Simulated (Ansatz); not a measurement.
# MgAuCl3: the cost of one run

Method: DFT PBE, scalar-relativistic, plane waves, PAW, in Ansatz 0.2.0.

1 further run of the same task is left out (set aside as unsound or not needed).

## 1. The starting structure

The structure is cubic, space group Pm-3m (No. 221). The conventional cell has a = 5.074 Å, b = 5.074 Å, c = 5.074 Å, α = 90.00°, β = 90.00°, γ = 90.00°. Mg (site symmetry m-3m) has 12 Cl at 3.59 Å as nearest neighbours. Au (site symmetry m-3m) has 6 Cl at 2.54 Å as nearest neighbours. Cl (site symmetry 4/mmm) has 2 Au at 2.54 Å and 4 Mg at 3.59 Å as nearest neighbours.

As a file:

```
Mg Au Cl
1.0
     5.07430    0.00000    0.00000
     0.00000    5.07430    0.00000
     0.00000    0.00000    5.07430
Mg Au Cl
1 1 3
Direct
  0.50000 0.50000 0.50000
  0.00000 0.00000 0.00000
  0.50000 0.00000 0.00000
  0.00000 0.50000 0.00000
  0.00000 0.00000 0.50000
```

The cell was relaxed beforehand at this level, from a database cell with other species swapped in; it is a trial structure. At a tolerance of 0.05 Å it has space group Pm-3m (No. 221); it has 26.13 Å³/atom, an uncorrected energy of -0.34 eV/atom over the elements.

## 2. Bands, states and charges

Contents of input.yaml:

```yaml
crystal:
  lattice:
    - [5.0743022364, 0.0, 0.0]
    - [0.0, 5.0743022364, 0.0]
    - [0.0, 0.0, 5.0743022364]
  atoms:
    - { symbol: Mg, position: [0.5, 0.5, 0.5] }
    - { symbol: Au, position: [0.0, 0.0, 0.0] }
    - { symbol: Cl, position: [0.5, 0.0, 0.0] }
    - { symbol: Cl, position: [0.0, 0.5, 0.0] }
    - { symbol: Cl, position: [0.0, 0.0, 0.5] }
basis:
  ecutwfc: 420
kpoints:
  mp_grid: { grid: [8, 8, 8] }
  band_path:
    path:
      - [[0.0, 0.0, 0.0], [0.0, 0.5, 0.0], [0.5, 0.5, 0.0], [0.0, 0.0, 0.0], [0.5, 0.5, 0.5], [0.0, 0.5, 0.0]]
      - [[0.5, 0.5, 0.5], [0.5, 0.5, 0.0]]
    npoints: 14
hamiltonian:
  xc: pbe
scf:
  occupations: { method: gaussian, width: 0.1 }
  n_extra_bands: 12
output:
  forces: true
  stress: true
  eigenvalues: true
  populations: true
  dos: { projected: true, de: 0.02, nscf_kmesh: { grid: [10, 10, 10] } }
  bader: true
  write_density: true
  write_potential: true
  elf: true
  volumetric_format: npy
```

Command:

```console
ansatz run input.yaml --threads 1 --pin off --max-ram 2048MiB --backend cpu --events-out ev --progress --plain --runs-dir out
```

Q: Estimate wall time and peak memory on 1 thread of Arm Neoverse V1, shared host.

About 49 s, with a peak of 0.5 GiB.
